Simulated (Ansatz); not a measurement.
Relaxation of a periodic cell of 17 atoms, Si16Ge (host Si, host structure diamond, interstitial Ge), to a largest force component of 0.03 eV/Å in at most 60 steps.

Method: DFT r2SCAN, scalar-relativistic, plane waves, PAW in Ansatz. Settings: PAW set soft_1, cutoff 500 eV, k mesh 2x2x2, gaussian smearing 0.05 eV, no spin polarisation.

```xyz
17
Lattice="0.0000 5.4300 5.4300 5.4300 0.0000 5.4300 5.4300 5.4300 0.0000" Properties=species:S:1:pos:R:3:forces:R:3
Si 0.000 0.000 0.000 0.10 0.10 -0.10
Si 1.357 1.357 1.357 -0.09 -0.09 0.04
Si 2.715 2.715 0.000 0.32 0.26 1.94
Si 4.072 4.072 1.357 0.26 0.27 -0.32
Si 2.715 0.000 2.715 0.10 0.11 -0.10
Si 4.072 1.357 4.072 -0.09 -0.11 0.11
Si 5.430 2.715 2.715 -3.36 0.67 -0.49
Si 6.787 4.072 4.072 -0.34 2.57 0.63
Si 0.000 2.715 2.715 0.09 0.09 -0.10
Si 1.357 4.072 4.072 -0.11 -0.07 0.10
Si 2.715 5.430 2.715 0.59 -2.88 -0.36
Si 4.072 6.787 4.072 2.21 -0.30 0.51
Si 2.715 2.715 5.430 0.10 0.11 -0.16
Si 4.072 4.072 6.787 -0.10 -0.10 0.11
Si 5.430 5.430 5.430 -0.33 -0.31 0.27
Si 6.787 6.787 6.787 -0.76 -0.85 -3.82
Ge 7.451 7.483 8.725 1.41 0.54 1.76
```

Where does it end, and by what steps?

The run converged. Limits of this set-up: coarse k mesh, a small cell, in which the defect meets its images. After 5 steps the energy has fallen by 1.445 eV; Si14 moved furthest, 0.36 Å.

```json
{"step": "0", "energy less start (eV)": "0.0000", "largest force component (eV/Å)": "3.819", "accepted": "yes"}
{"step": "1", "energy less start (eV)": "-1.1441", "largest force component (eV/Å)": "1.417", "accepted": "yes"}
{"step": "2", "energy less start (eV)": "-1.4205", "largest force component (eV/Å)": "0.200", "accepted": "yes"}
{"step": "3", "energy less start (eV)": "-1.4396", "largest force component (eV/Å)": "0.094", "accepted": "yes"}
{"step": "4", "energy less start (eV)": "-1.4445", "largest force component (eV/Å)": "0.032", "accepted": "yes"}
{"step": "5", "energy less start (eV)": "-1.4449", "largest force component (eV/Å)": "0.006", "accepted": "yes"}
```

```xyz
17
Lattice="0.0000 5.4300 5.4300 5.4300 0.0000 5.4300 5.4300 5.4300 0.0000" Properties=species:S:1:pos:R:3
Si 0.194 0.195 -0.200
Si 1.421 1.422 1.373
Si 2.803 2.805 0.110
Si 4.260 4.262 1.163
Si 2.650 0.030 2.775
Si 4.051 1.422 4.004
Si 5.312 2.805 2.619
Si 6.692 4.203 4.161
Si 0.029 2.651 2.775
Si 1.420 4.053 4.004
Si 2.803 5.314 2.619
Si 4.201 6.694 4.161
Si 2.650 2.652 5.396
Si 3.861 3.863 6.993
Si 5.227 5.229 5.626
Si 6.692 6.694 6.651
Ge 7.487 7.489 8.795
```

Whether the end is a true minimum wasn't checked by a vibrational analysis.

Time of the run: 96 s on 2 threads of Arm Neoverse V2 (shared host), peak memory 1.5 GiB.
